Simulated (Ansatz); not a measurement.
# F2O2W (W(O)2(F)2): the cost of one run

Method: DFT PBE, plane waves, PAW, molecule in a box with 9 Å of vacuum; program: Ansatz 0.2.0.

4 further runs of the same task are left out: 2 for a known fault of the program, 1 that didn't finish, 1 set aside as unsound or not needed.

## (1) The system as given

5 atoms, charge 0, spin multiplicity 1.

Bond lengths: W1–O2 1.704 Å, W1–O3 1.704 Å, W1–F4 1.862 Å, W1–F5 1.862 Å. Angles: O2–W1–O3 105.8°, O2–W1–F4 108.8°, O2–W1–F5 108.8°, O3–W1–F4 108.8°, O3–W1–F5 108.8°, F4–W1–F5 115.3°.

Geometry (Å):

| atom | x (Å) | y (Å) | z (Å) |
| --- | --- | --- | --- |
| W1 | 0.00000 | 0.00000 | -0.02494 |
| O2 | 0.96115 | 0.96115 | 1.00331 |
| O3 | -0.96115 | -0.96115 | 1.00331 |
| F4 | 1.11177 | -1.11177 | -1.02153 |
| F5 | -1.11177 | 1.11177 | -1.02153 |

Formal oxidation states: W +6. An earlier session relaxed this geometry at r2SCAN, W def2-SVP with ECP60, O def2-SVP, F def2-SVP (singlet, point group C2v).

## (2) Scalar-relativistic

input.yaml

```yaml
crystal:
  lattice:
    - [11.22, 0.0, 0.0]
    - [0.0, 11.22, 0.0]
    - [0.0, 0.0, 11.02]
  atoms:
    - { symbol: W, position: [0.50015775, 0.50015775, 0.49878312] }
    - { symbol: O, position: [0.58582086, 0.58582086, 0.59209074] }
    - { symbol: O, position: [0.41449376, 0.41449376, 0.59209074] }
    - { symbol: F, position: [0.5992451, 0.40106952, 0.40834846] }
    - { symbol: F, position: [0.40106952, 0.5992451, 0.40834846] }
basis:
  ecutwfc: 420
  ecutrho_ratio: 4
kpoints:
  mp_grid: { grid: [1, 1, 1] }
hamiltonian:
  xc: pbe
scf:
  occupations: { method: gaussian, width: 0.01 }
output:
  forces: true
  eigenvalues: true
  populations: true
```

Started as:

```console
$ ansatz run input.yaml --threads 2 --pin off --max-ram 5120MiB --backend cpu --events-out ev --progress --plain --runs-dir out
```

What time and memory should one allow on 2 threads of Arm Neoverse V2, shared host?

About 2.7 s, with a peak of 0.77 GiB.
